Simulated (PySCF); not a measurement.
# A gas-phase reaction: CH3BeBr + FH → CH3BeF + BrH

Wanted: the reaction energy for `[CH3][Be][Br]` + `F` → `[CH3][Be][F]` + `Br`.

Programs: PySCF 2.14.0. All values are calculated, for the isolated system unless a continuum is named. Atoms count from 0, parts from 1.

## (1) The system as given

Each species was relaxed by itself at PBE0-D3(BJ)/def2-SVPD.

## (2) Energies of the species: wB97M-D3(BJ)/def2-TZVPD

The job: settings as JSON, then the geometry in Å.

```
{"job": {"kind": "react", "xc": "wB97M-D3(BJ)", "basis": "def2-TZVPD"}, "charge": 0, "multiplicity": 1}
-1 CH3BeBr charge 0 multiplicity 1
C     -0.468380     0.117280    -0.471370
Be     0.688710    -0.174160     0.692830
Br     2.054020    -0.516090     2.066800
H     -0.839310    -0.812870    -0.934580
H     -1.350550     0.638270    -0.061840
H     -0.084810     0.746420    -1.292600

-1 FH charge 0 multiplicity 1
F      0.458810    -0.029170    -0.018030
H     -0.458810     0.029170     0.018030

+1 CH3BeF charge 0 multiplicity 1
C      0.391250     0.411390     0.117320
Be    -0.734300    -0.771960    -0.219930
F     -1.677060    -1.762070    -0.500520
H      0.553030     1.088320    -0.738390
H      1.376960    -0.011440     0.374140
H      0.088640     1.045350     0.967430

+1 BrH charge 0 multiplicity 1
Br     0.715040     0.009160     0.004140
H     -0.708610    -0.005890    -0.004490
```

Level: wB97M-D3(BJ)/def2-TZVPD reaction energy of separated species, gas phase.

On the command line:

```console
$ OMP_NUM_THREADS=1 python cluster_run.py task.json out
```

One launch serves the whole session: the jobs run in the order shown.

Standard output:

```text
species 1 (CH3BeBr)
coarse grid: 25016 points
cycle   1  E = -2628.8976194790  dE = -8.594e-01  |g| = 3.196e-01  |ddm| = 2.736e+00
cycle   2  E = -2628.9174317347  dE = -1.981e-02  |g| = 1.728e-01  |ddm| = 6.639e-01
cycle   3  E = -2628.9234224840  dE = -5.991e-03  |g| = 3.016e-02  |ddm| = 1.793e-01
cycle   4  E = -2628.9238112412  dE = -3.888e-04  |g| = 1.109e-02  |ddm| = 5.687e-02
cycle   5  E = -2628.9238666983  dE = -5.546e-05  |g| = 2.438e-03  |ddm| = 1.944e-02
cycle   6  E = -2628.9238702349  dE = -3.537e-06  |g| = 7.129e-04  |ddm| = 5.333e-03
final grid: 51432 points
cycle   7  E = -2628.9238431576  dE = -2.479e-07  |g| = 4.566e-04  |ddm| = 3.529e-03
cycle   8  E = -2628.9238432039  dE = -4.628e-08  |g| = 3.067e-04  |ddm| = 8.510e-04
cycle   9  E = -2628.9238432264  dE = -2.249e-08  |g| = 5.215e-05  |ddm| = 2.670e-04
cycle  10  E = -2628.9238432280  dE = -1.584e-09  |g| = 2.298e-05  |ddm| = 9.713e-05
cycle  11  E = -2628.9238432283  dE = -2.738e-10  |g| = 1.346e-06  |ddm| = 5.018e-05
converged SCF energy = -2628.9238432283

species 2 (FH)
coarse grid: 7776 points
cycle   1  E = -100.4688209208  dE = -9.407e-02  |g| = 4.644e-01  |ddm| = 6.197e-01
cycle   2  E = -100.4725022857  dE = -3.681e-03  |g| = 5.038e-01  |ddm| = 3.808e-01
cycle   3  E = -100.5053154616  dE = -3.281e-02  |g| = 2.574e-02  |ddm| = 1.678e-01
cycle   4  E = -100.5053914389  dE = -7.598e-05  |g| = 5.006e-03  |ddm| = 1.077e-02
cycle   5  E = -100.5053960799  dE = -4.641e-06  |g| = 4.334e-04  |ddm| = 3.766e-03
final grid: 16976 points
cycle   6  E = -100.5053932495  dE = -6.403e-08  |g| = 1.049e-04  |ddm| = 8.210e-04
cycle   7  E = -100.5053932530  dE = -3.452e-09  |g| = 7.893e-05  |ddm| = 2.171e-04
cycle   8  E = -100.5053932538  dE = -8.163e-10  |g| = 2.090e-05  |ddm| = 3.722e-05
converged SCF energy = -100.5053932538

species 3 (CH3BeF)
coarse grid: 22984 points
cycle   1  E = -154.6133297844  dE =  6.424e-02  |g| = 5.921e-01  |ddm| = 2.292e+00
cycle   2  E = -154.6046904865  dE =  8.639e-03  |g| = 7.572e-01  |ddm| = 8.970e-01
cycle   3  E = -154.6830229062  dE = -7.833e-02  |g| = 3.353e-02  |ddm| = 3.603e-01
cycle   4  E = -154.6835906379  dE = -5.677e-04  |g| = 2.064e-02  |ddm| = 6.816e-02
cycle   5  E = -154.6837246814  dE = -1.340e-04  |g| = 4.186e-03  |ddm| = 2.330e-02
cycle   6  E = -154.6837340871  dE = -9.406e-06  |g| = 9.150e-04  |ddm| = 8.147e-03
final grid: 49960 points
cycle   7  E = -154.6837179434  dE = -4.748e-07  |g| = 6.686e-04  |ddm| = 4.699e-03
cycle   8  E = -154.6837179924  dE = -4.903e-08  |g| = 7.293e-04  |ddm| = 1.169e-03
cycle   9  E = -154.6837180651  dE = -7.268e-08  |g| = 7.221e-05  |ddm| = 3.300e-04
cycle  10  E = -154.6837180707  dE = -5.540e-09  |g| = 3.069e-05  |ddm| = 2.328e-04
cycle  11  E = -154.6837180710  dE = -3.294e-10  |g| = 5.168e-06  |ddm| = 4.204e-05
converged SCF energy = -154.6837180710

species 4 (BrH)
coarse grid: 9808 points
cycle   1  E = -2574.7444815666  dE = -1.115e+00  |g| = 2.814e-01  |ddm| = 9.887e-01
cycle   2  E = -2574.7574487544  dE = -1.297e-02  |g| = 1.487e-01  |ddm| = 2.655e-01
cycle   3  E = -2574.7608845922  dE = -3.436e-03  |g| = 8.657e-03  |ddm| = 8.708e-02
cycle   4  E = -2574.7609219574  dE = -3.737e-05  |g| = 2.523e-03  |ddm| = 1.268e-02
cycle   5  E = -2574.7609263880  dE = -4.431e-06  |g| = 6.497e-04  |ddm| = 4.934e-03
final grid: 18448 points
cycle   6  E = -2574.7609110543  dE = -1.922e-07  |g| = 3.883e-04  |ddm| = 9.240e-04
cycle   7  E = -2574.7609110819  dE = -2.762e-08  |g| = 2.729e-04  |ddm| = 3.936e-04
cycle   8  E = -2574.7609110890  dE = -7.066e-09  |g| = 3.378e-05  |ddm| = 1.359e-04
cycle   9  E = -2574.7609110900  dE = -1.040e-09  |g| = 1.120e-05  |ddm| = 6.291e-05
cycle  10  E = -2574.7609110901  dE = -6.548e-11  |g| = 1.704e-06  |ddm| = 1.293e-05
converged SCF energy = -2574.7609110901

Reaction energy = -9.343 kcal/mol
```

It took 11 s on 1 thread of Arm Neoverse V2, shared host; peak memory 0.54 GiB.

Species by species (with the dispersion term, which the log's SCF energies lack):

```tsv
ν	species	energy (Eh)	HOMO (eV)
-1	[CH3][Be][Br]	-2628.92844	-11.05
-1	F	-100.50563	-14.54
+1	[CH3][Be][F]	-154.68749	-11.46
+1	Br	-2574.76148	-11.15
```

## (3) Reaction energy: PBE0-D3(BJ)/def2-TZVPD

Same as in step 2 but for these lines:

```diff
@@ -1,2 +1,2 @@
-{"job": {"kind": "react", "xc": "wB97M-D3(BJ)", "basis": "def2-TZVPD"}, "charge": 0, "multiplicity": 1}
+{"job": {"kind": "react", "xc": "PBE0", "basis": "def2-TZVPD", "disp": "d3bj"}, "charge": 0, "multiplicity": 1}
 -1 CH3BeBr charge 0 multiplicity 1
```

Method: PBE0-D3(BJ)/def2-TZVPD reaction energy of separated species, gas phase.

Standard output:

```text
species 1 (CH3BeBr)
coarse grid: 25016 points
cycle   1  E = -2628.4891552282  dE = -9.599e-01  |g| = 4.303e-01  |ddm| = 3.011e+00
cycle   2  E = -2628.4829453878  dE =  6.210e-03  |g| = 4.164e-01  |ddm| = 6.899e-01
cycle   3  E = -2628.5252852716  dE = -4.234e-02  |g| = 5.451e-02  |ddm| = 3.556e-01
cycle   4  E = -2628.5259637524  dE = -6.785e-04  |g| = 5.620e-03  |ddm| = 4.816e-02
cycle   5  E = -2628.5259684590  dE = -4.707e-06  |g| = 5.062e-03  |ddm| = 1.371e-02
cycle   6  E = -2628.5259752993  dE = -6.840e-06  |g| = 3.146e-04  |ddm| = 5.518e-03
final grid: 51432 points
cycle   7  E = -2628.5259576840  dE = -2.089e-08  |g| = 3.754e-04  |ddm| = 3.055e-03
cycle   8  E = -2628.5259576740  dE =  1.003e-08  |g| = 4.548e-04  |ddm| = 7.581e-04
cycle   9  E = -2628.5259577127  dE = -3.865e-08  |g| = 1.575e-05  |ddm| = 3.830e-04
cycle  10  E = -2628.5259577127  dE = -7.867e-11  |g| = 4.861e-06  |ddm| = 1.816e-05
converged SCF energy = -2628.5259577127

species 2 (FH)
coarse grid: 1712 points
cycle   1  E = -100.3540888574  dE = -3.604e-02  |g| = 4.957e-01  |ddm| = 6.253e-01
cycle   2  E = -100.3145724811  dE =  3.952e-02  |g| = 7.430e-01  |ddm| = 5.125e-01
cycle   3  E = -100.3938108455  dE = -7.924e-02  |g| = 2.284e-02  |ddm| = 2.892e-01
cycle   4  E = -100.3938864072  dE = -7.556e-05  |g| = 4.205e-03  |ddm| = 9.787e-03
cycle   5  E = -100.3938883908  dE = -1.984e-06  |g| = 3.555e-04  |ddm| = 1.247e-03
final grid: 16976 points
cycle   6  E = -100.3948394862  dE = -1.853e-05  |g| = 3.986e-03  |ddm| = 7.474e-03
cycle   7  E = -100.3948375738  dE =  1.912e-06  |g| = 5.481e-03  |ddm| = 3.343e-03
cycle   8  E = -100.3948416363  dE = -4.062e-06  |g| = 9.963e-05  |ddm| = 2.007e-03
cycle   9  E = -100.3948416376  dE = -1.287e-09  |g| = 1.782e-05  |ddm| = 3.936e-05
cycle  10  E = -100.3948416376  dE = -4.738e-11  |g| = 3.051e-06  |ddm| = 1.027e-05
converged SCF energy = -100.3948416376

species 3 (CH3BeF)
coarse grid: 5096 points
cycle   1  E = -154.3931481473  dE =  4.136e-03  |g| = 6.675e-01  |ddm| = 2.550e+00
cycle   2  E = -154.2774036219  dE =  1.157e-01  |g| = 1.105e+00  |ddm| = 1.024e+00
cycle   3  E = -154.4735930270  dE = -1.962e-01  |g| = 9.874e-02  |ddm| = 5.988e-01
cycle   4  E = -154.4756837389  dE = -2.091e-03  |g| = 2.656e-02  |ddm| = 8.563e-02
cycle   5  E = -154.4758390387  dE = -1.553e-04  |g| = 2.205e-03  |ddm| = 1.963e-02
cycle   6  E = -154.4758401152  dE = -1.076e-06  |g| = 5.000e-04  |ddm| = 3.202e-03
final grid: 49960 points
cycle   7  E = -154.4744847333  dE = -1.249e-04  |g| = 6.527e-03  |ddm| = 8.773e-02
cycle   8  E = -154.4744802136  dE =  4.520e-06  |g| = 8.171e-03  |ddm| = 9.716e-03
cycle   9  E = -154.4744934390  dE = -1.323e-05  |g| = 7.095e-04  |ddm| = 5.079e-03
cycle  10  E = -154.4744934885  dE = -4.951e-08  |g| = 3.823e-04  |ddm| = 5.257e-04
cycle  11  E = -154.4744935158  dE = -2.728e-08  |g| = 2.396e-05  |ddm| = 2.568e-04
cycle  12  E = -154.4744935159  dE = -1.186e-10  |g| = 3.911e-06  |ddm| = 2.794e-05
converged SCF energy = -154.4744935159

species 4 (BrH)
coarse grid: 9808 points
cycle   1  E = -2574.4494533957  dE = -1.081e+00  |g| = 2.724e-01  |ddm| = 1.042e+00
cycle   2  E = -2574.4540916738  dE = -4.638e-03  |g| = 1.699e-01  |ddm| = 2.601e-01
cycle   3  E = -2574.4588661728  dE = -4.774e-03  |g| = 3.007e-02  |ddm| = 1.194e-01
cycle   4  E = -2574.4590976686  dE = -2.315e-04  |g| = 4.156e-03  |ddm| = 2.212e-02
cycle   5  E = -2574.4591016711  dE = -4.003e-06  |g| = 1.311e-03  |ddm| = 4.270e-03
final grid: 18448 points
cycle   6  E = -2574.4591027813  dE = -7.034e-08  |g| = 1.375e-03  |ddm| = 2.024e-03
cycle   7  E = -2574.4591027957  dE = -1.434e-08  |g| = 1.399e-03  |ddm| = 1.791e-03
cycle   8  E = -2574.4591030166  dE = -2.209e-07  |g| = 5.149e-05  |ddm| = 8.398e-04
cycle   9  E = -2574.4591030173  dE = -6.694e-10  |g| = 1.026e-05  |ddm| = 4.413e-05
converged SCF energy = -2574.4591030173

Reaction energy = -7.537 kcal/mol
```

Wall time 5.1 s (1 thread of Arm Neoverse V2, shared host); peak memory 0.53 GiB.

Reaction energy at this level: -7.54 kcal/mol.

## (4) Reaction energy: MP2/def2-TZVPD

Same as in step 3 but for these lines:

```diff
@@ -1,2 +1,2 @@
-{"job": {"kind": "react", "xc": "PBE0", "basis": "def2-TZVPD", "disp": "d3bj"}, "charge": 0, "multiplicity": 1}
+{"job": {"kind": "react", "xc": "MP2", "basis": "def2-TZVPD"}, "charge": 0, "multiplicity": 1}
 -1 CH3BeBr charge 0 multiplicity 1
```

Level: MP2/def2-TZVPD reaction energy of separated species, gas phase.

Standard output:

```text
species 1 (CH3BeBr)
final grid: 51432 points
cycle   1  E = -2626.7320851443  dE = -8.206e-01  |g| = 2.716e-01  |ddm| = 2.389e+00
cycle   2  E = -2626.7615123786  dE = -2.943e-02  |g| = 8.208e-02  |ddm| = 5.670e-01
cycle   3  E = -2626.7642553843  dE = -2.743e-03  |g| = 2.822e-02  |ddm| = 1.601e-01
cycle   4  E = -2626.7646404558  dE = -3.851e-04  |g| = 7.803e-03  |ddm| = 5.378e-02
cycle   5  E = -2626.7646638725  dE = -2.342e-05  |g| = 2.294e-03  |ddm| = 1.492e-02
cycle   6  E = -2626.7646673328  dE = -3.460e-06  |g| = 5.712e-04  |ddm| = 7.439e-03
cycle   7  E = -2626.7646675297  dE = -1.969e-07  |g| = 1.397e-04  |ddm| = 1.765e-03
cycle   8  E = -2626.7646675391  dE = -9.414e-09  |g| = 1.873e-05  |ddm| = 3.820e-04
cycle   9  E = -2626.7646675394  dE = -2.287e-10  |g| = 5.096e-06  |ddm| = 6.884e-05
converged SCF energy = -2626.7646675394

species 2 (FH)
final grid: 16976 points
cycle   1  E = -100.0371208878  dE = -1.649e-01  |g| = 4.007e-01  |ddm| = 6.032e-01
cycle   2  E = -100.0578883492  dE = -2.077e-02  |g| = 2.336e-01  |ddm| = 2.533e-01
cycle   3  E = -100.0646345278  dE = -6.746e-03  |g| = 2.356e-02  |ddm| = 8.091e-02
cycle   4  E = -100.0647519508  dE = -1.174e-04  |g| = 6.199e-03  |ddm| = 1.253e-02
cycle   5  E = -100.0647676612  dE = -1.571e-05  |g| = 1.459e-03  |ddm| = 5.121e-03
cycle   6  E = -100.0647689340  dE = -1.273e-06  |g| = 2.290e-04  |ddm| = 1.848e-03
cycle   7  E = -100.0647689684  dE = -3.438e-08  |g| = 1.958e-05  |ddm| = 4.211e-04
cycle   8  E = -100.0647689686  dE = -1.851e-10  |g| = 2.360e-06  |ddm| = 2.495e-05
converged SCF energy = -100.0647689686

species 3 (CH3BeF)
final grid: 49960 points
cycle   1  E = -153.7740546653  dE =  3.861e-02  |g| = 5.260e-01  |ddm| = 2.058e+00
cycle   2  E = -153.8204744910  dE = -4.642e-02  |g| = 3.681e-01  |ddm| = 6.871e-01
cycle   3  E = -153.8392417108  dE = -1.877e-02  |g| = 3.846e-02  |ddm| = 1.824e-01
cycle   4  E = -153.8402286220  dE = -9.869e-04  |g| = 8.547e-03  |ddm| = 9.701e-02
cycle   5  E = -153.8402838231  dE = -5.520e-05  |g| = 3.087e-03  |ddm| = 2.795e-02
cycle   6  E = -153.8402899309  dE = -6.108e-06  |g| = 8.863e-04  |ddm| = 8.160e-03
cycle   7  E = -153.8402904077  dE = -4.768e-07  |g| = 1.587e-04  |ddm| = 2.562e-03
cycle   8  E = -153.8402904212  dE = -1.352e-08  |g| = 2.508e-05  |ddm| = 5.284e-04
cycle   9  E = -153.8402904215  dE = -3.226e-10  |g| = 6.039e-06  |ddm| = 1.036e-04
converged SCF energy = -153.8402904215

species 4 (BrH)
final grid: 18448 points
cycle   1  E = -2572.9852620614  dE = -1.144e+00  |g| = 2.202e-01  |ddm| = 9.639e-01
cycle   2  E = -2572.9999185204  dE = -1.466e-02  |g| = 7.760e-02  |ddm| = 2.157e-01
cycle   3  E = -2573.0014423069  dE = -1.524e-03  |g| = 1.588e-02  |ddm| = 5.815e-02
cycle   4  E = -2573.0016142078  dE = -1.719e-04  |g| = 5.005e-03  |ddm| = 1.886e-02
cycle   5  E = -2573.0016333338  dE = -1.913e-05  |g| = 1.691e-03  |ddm| = 6.805e-03
cycle   6  E = -2573.0016347369  dE = -1.403e-06  |g| = 3.418e-04  |ddm| = 2.059e-03
cycle   7  E = -2573.0016348105  dE = -7.364e-08  |g| = 5.979e-05  |ddm| = 6.414e-04
cycle   8  E = -2573.0016348119  dE = -1.417e-09  |g| = 8.468e-06  |ddm| = 8.660e-05
cycle   9  E = -2573.0016348120  dE = -4.275e-11  |g| = 1.310e-06  |ddm| = 1.889e-05
converged SCF energy = -2573.0016348120

Reaction energy = -7.909 kcal/mol
```

It took 2.3 s on 1 thread of Arm Neoverse V2, shared host; peak memory 0.48 GiB.

Reaction energy at this level: -7.91 kcal/mol.

## (5) Side by side

Energies in kcal/mol, with wall time:

```tsv
run	reaction	time
wB97M-D3(BJ)/def2-TZVPD	-9.34	11 s
PBE0-D3(BJ)/def2-TZVPD	-7.54	5.1 s
MP2/def2-TZVPD	-7.91	2.3 s
```

## (6) What came out

```
                                                quantity                    value
               reaction energy (wB97M-D3(BJ)/def2-TZVPD)           -9.34 kcal/mol
                     ΔH, ΔG at 298 K (xTB thermal terms)    -10.7, -10.8 kcal/mol
range of the reaction energy over the runs of this table  -9.34 to -7.54 kcal/mol
```

In words: The reaction is exothermic by 10.7 kcal/mol in the gas phase; dispersion gives +0.32, and xTB itself gave -11.73 for the electronic energy (xTB energies and thermal terms come from the earlier relaxation of each species, not shown). No barrier was sought. The reaction energy runs from -9.34 (wB97M-D3(BJ)/def2-TZVPD) to -7.54 kcal/mol (PBE0-D3(BJ)/def2-TZVPD).
